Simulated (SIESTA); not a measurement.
# GaGe in SIESTA: the effect of target pressure

The system is GaGe.

```
Ge Ga
1.0
     0.00000    2.89784    2.89784
     2.89784    0.00000    2.89784
     2.89784    2.89784    0.00000
Ge Ga
1 1
Direct
  0.00000 0.00000 0.00000
  0.25000 0.25000 0.25000
```

The cell comes from a database or a generator and needn't be the stable form of this composition.

Alike in all runs:

| Item | Value |
| --- | --- |
| Program | SIESTA 5.4.2 |
| Task | relaxation of cell and atoms |
| Functional | PBEsol |
| Potentials or basis | PseudoDojo 0.4 standard (PBEsol files) |
| Basis | DZP (energy shift 0.003 Ry; two zetas on semicore shells) |
| Grid cutoff | 800 Ry |
| Energy shift | 0.003 Ry |
| k mesh | 6 × 6 × 6 |
| Occupations | fermi-dirac, width 0.05 eV |
| Spin | no spin polarisation |

Each run relaxes the cell or the atoms first.

```csv
target pressure,target pressure,relaxed volume (Å³/atom)
0 GPa,-,?
5 GPa,5 GPa,21.84
10 GPa,10 GPa,20.59
20 GPa,20 GPa,18.78
```

Question: What does the run with target pressure 0 GPa give?

Answer: Relaxed volume 23.55 Å³/atom.

Worked out: A straight line through the other rows of the relaxed volume, of slope -0.201 Å³/atom per GPa, extrapolates to 22.74 Å³/atom, against the run's 23.55. The fit is too stiff a form for this range.

Caveats: the basis of atomic orbitals isn't converged, which shifts pressures, moduli and gaps; the volume moved by over 15 % at a fixed basis, so the end points are rough (some runs).
